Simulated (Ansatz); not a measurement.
NaAg3, space group Pm-3m, a convergence test of the k-point mesh

Program: the Ansatz DFT code, driven from Python.

The cells in order, each with its output:

```python
import ansatz as az
from tabulate import tabulate
```

```python
lattice = az.Lattice.of(
    (4.244194, 0.0, 0.0),
    (0.0, 4.244194, 0.0),
    (0.0, 0.0, 4.244194),
)
sites = [
    ("Na", (0.0, 0.0, 0.0)),
    ("Ag", (0.0, 0.5, 0.5)),
    ("Ag", (0.5, 0.0, 0.5)),
    ("Ag", (0.5, 0.5, 0.0)),
]
cell = az.Crystal(lattice=lattice)
for symbol, position in sites:
    cell = cell.atom(symbol, position)
```

```python
calc = cell.calculation()
calc = calc.occupations("fermi_dirac", width=0.15)
calc = calc.scf(tolerance=1e-09).pseudopotentials("paw")
calc = calc.functional("PBEsol")
calc = calc.stress()
```

```python
rows = []
for value in [(2, 2, 2), (3, 3, 3), (4, 4, 4), (5, 5, 5), (7, 7, 7)]:
    summary = calc.kpoints(mesh=value).run().report
    rows.append((value, summary["free_energy_ev"] / len(summary["lattice"]["sites"]), summary["n_iterations"], sum(summary["stress_gpa"][i][i] for i in range(3)) / 3, summary["n_kpoints"]))
```

    DeckWarning: basis.ecutwfc = 420 eV, auto-derived from the records' recommended cutoffs: set by Na (normal level)
    DeckWarning: output.stress: scf.convergence.dr2_threshold = 1e-9 eV is looser than the 4e-10 eV advised for a printed stress (1e-10 eV for each atom of the cell: 4). What an SCF threshold leaves in a [...]

```python
print(tabulate(rows, headers=["mesh", "F/atom (eV)", "iterations", "P (GPa)", "k-points"], floatfmt=".4f", tablefmt="plain"))

# differences from the last row
for row in rows[:-1]:
    shift = 1000 * (row[1] - rows[-1][1])
    print(f"{row[0]}: {shift:+.2f} meV/atom" + ("  (within 5 meV)" if abs(shift) < 5 else ""))
```

    mesh         F/atom (eV)    iterations    P (GPa)    k-points
    (2, 2, 2)     -6010.5245             9    -1.7636           4
    (3, 3, 3)     -6010.5114             8    -3.5308           4
    (4, 4, 4)     -6010.5629             9    -4.0973          10
    (5, 5, 5)     -6010.5932             9    -4.1017          10
    (7, 7, 7)     -6010.5941             9    -4.3028          20
    (2, 2, 2): +69.53 meV/atom
    (3, 3, 3): +82.63 meV/atom
    (4, 4, 4): +31.18 meV/atom
    (5, 5, 5): +0.92 meV/atom  (within 5 meV)

From 5×5×5 on it stays within 5 meV an atom of the value at 7×7×7; the first row (2×2×2) is off by 69.5 meV and the last but one by 0.92 meV. That rests on few rows after larger swings, so the series isn't shown to be converged. This holds for F at a smearing of 0.15 eV; a narrower one needs a denser mesh. It goes up and down, since the sum over k-points isn't variational. The pressure moves from -1.76 to -4.30 GPa.

Caveats:
- A Fermi-Dirac width this large means warm electrons, whose thermal share enters the free energy.
- Pressure is positive in compression.
- The structure comes from a database of computed cells and needn't be a stable or known phase.
- Warnings are shown shortened and without file and line.
- Shifts are counted from the finest mesh, which is itself no proven limit.
- Timing: 12 s on 1 thread of Arm Neoverse V1, on a shared host, peak memory 0.39 GiB.
